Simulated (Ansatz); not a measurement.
## CH5BrGe, SMILES [CH3][GeH2][Br]: a ladder of methods at one geometry

Program: Ansatz 0.2.0 through its Python package.

Script `ch5brge_methods.py`:
```python
"""One geometry of CH5BrGe, method by method."""

import ansatz as az

GEOMETRY = """
C    -0.58740    0.73320   -0.33800
Ge    0.45170   -0.75230    0.15510
Br    1.66550   -0.21510    2.03650
H     0.09520    1.65550   -0.57220
H    -1.31940    1.02710    0.46620
H    -1.22900    0.54130   -1.25400
H     1.44020   -1.10410   -1.00500
H    -0.42460   -1.94260    0.45560
"""

molecule = az.Crystal.molecule()
for line in GEOMETRY.strip().splitlines():
    symbol, *xyz = line.split()
    molecule = molecule.atom(symbol, [float(v) for v in xyz])

model = molecule.calculation().basis(gaussian="def2-SVP")

methods = ["mp2", "ccsd", "ccsd_t"]
reports = [model.correlation(m).run().report for m in methods]
print(f"Hartree-Fock reference {reports[0]['reference_energy_ev'] / 27.211386246:.6f} Ha")
best = reports[-1]["free_energy_ev"] - reports[-1]["reference_energy_ev"]
for method, each in zip(methods, reports):
    gained = each["free_energy_ev"] - each["reference_energy_ev"]
    print(f"{method:8s} total {each['free_energy_ev'] / 27.211386246:.6f} Ha  correlation {gained:9.4f} eV  ({100 * gained / best:.1f} % of the last)")
```

```console
$ python ch5brge_methods.py
Hartree-Fock reference -4687.994993 Ha
mp2      total -4688.607409 Ha  correlation  -16.6647 eV  (93.9 % of the last)
ccsd     total -4688.630796 Ha  correlation  -17.3011 eV  (97.5 % of the last)
ccsd_t   total -4688.647028 Ha  correlation  -17.7428 eV  (100.0 % of the last)
```

Notes:
- Total energies depend on the basis set; only differences at equal settings carry meaning.
- The geometry is a force-field or estimated start, not a minimum of this method, and the basis set is short of its limit. A lower total doesn't mark the better method: functionals have no common bound, and MP2 and coupled cluster aren't variational.
- Inner cores stay frozen; a filled d shell under the valence of the heavier atoms is correlated with it.
- Run time: 21 s on 1 thread of Intel(R) Xeon(R) Platinum 8375C CPU @ 2.90GHz (Ice Lake) (shared host), peak memory 0.49 GiB.
